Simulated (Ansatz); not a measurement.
# C₂H₃BrO: small, medium and large basis sets

An exercise on one series of results from a longer session: the logs are not shown, and one member is left open.

The runs use Ansatz 0.2.0, Gaussian basis; one geometry, several basis sets.

Levels to be run: PBE0-D4/def2-SVP; ωB97M-V/def2-SVP; PBE0-D4/def2-QZVPP; ωB97M-V/def2-QZVPP; the functionals' def2-TZVPP values are taken from earlier runs.

## The relaxed structure

An earlier PBE0-D4 in a triple-zeta def2 set relaxation fixed the geometry.

SMILES `O=CCBr`, 7 atoms, charge 0, spin multiplicity 1.

Atoms are counted from 1 here; the program's logs count them from 0.

Bond lengths: O1–C2 1.197 Å, C2–C3 1.503 Å, C2–H5 1.109 Å, C3–Br4 1.938 Å, C3–H6 1.091 Å, C3–H7 1.087 Å. Angles: O1–C2–C3 122.9°, O1–C2–H5 122.0°, C3–C2–H5 115.1°, C2–C3–Br4 108.6°, C2–C3–H6 110.7°, C2–C3–H7 111.1°, Br4–C3–H6 106.5°, Br4–C3–H7 108.8°, H6–C3–H7 111.0°.

The first run:

in.yaml reads:

```yaml
crystal:
  periodic: [false, false, false]
  atoms:
    - {symbol: O, position_ang: [-0.667592, -1.071237, 1.409261]}
    - {symbol: C, position_ang: [-0.274073, -0.811547, 0.308920]}
    - {symbol: C, position_ang: [0.325152, 0.518818, -0.051523]}
    - {symbol: Br, position_ang: [-0.576003, 1.197916, -1.627370]}
    - {symbol: H, position_ang: [-0.325428, -1.544638, -0.521166]}
    - {symbol: H, position_ang: [1.376422, 0.407807, -0.320549]}
    - {symbol: H, position_ang: [0.202823, 1.234881, 0.756725]}
basis:
  gaussian: {orbitals: def2-SVP}
hamiltonian: {xc: pbe0, dispersion: d4}
output: {orbitals: {seedname: orbitals}}
```

The run is started by

```console
$ ansatz run in.yaml --threads 2 --pin off --events-out ev --progress --plain --max-ram 4352MiB
```

Among the steps run: PBE0-D4 in def2-SVP; ωB97M-V in def2-SVP; PBE0-D4 in def2-QZVPP; ωB97M-V in def2-QZVPP.

One of the session's tables, all rows but one given; the rest of the session is left out.

It belongs to the step «Density functionals: the series». 

```
functional       basis  HOMO (eV)
   PBE0-D4    def2-SVP      -7.76
   PBE0-D4  def2-TZVPP      -7.91
   PBE0-D4  def2-QZVPP      -7.94
   ωB97M-V    def2-SVP          ?
   ωB97M-V  def2-TZVPP     -10.26
   ωB97M-V  def2-QZVPP     -10.29
```

Q: Estimate the row for ωB97M-V, def2-SVP from the others.

As computed: HOMO (eV): -10.10. In the column «HOMO (eV)» it lies between ωB97M-V, def2-TZVPP (-10.26) and PBE0-D4, def2-QZVPP (-7.94).
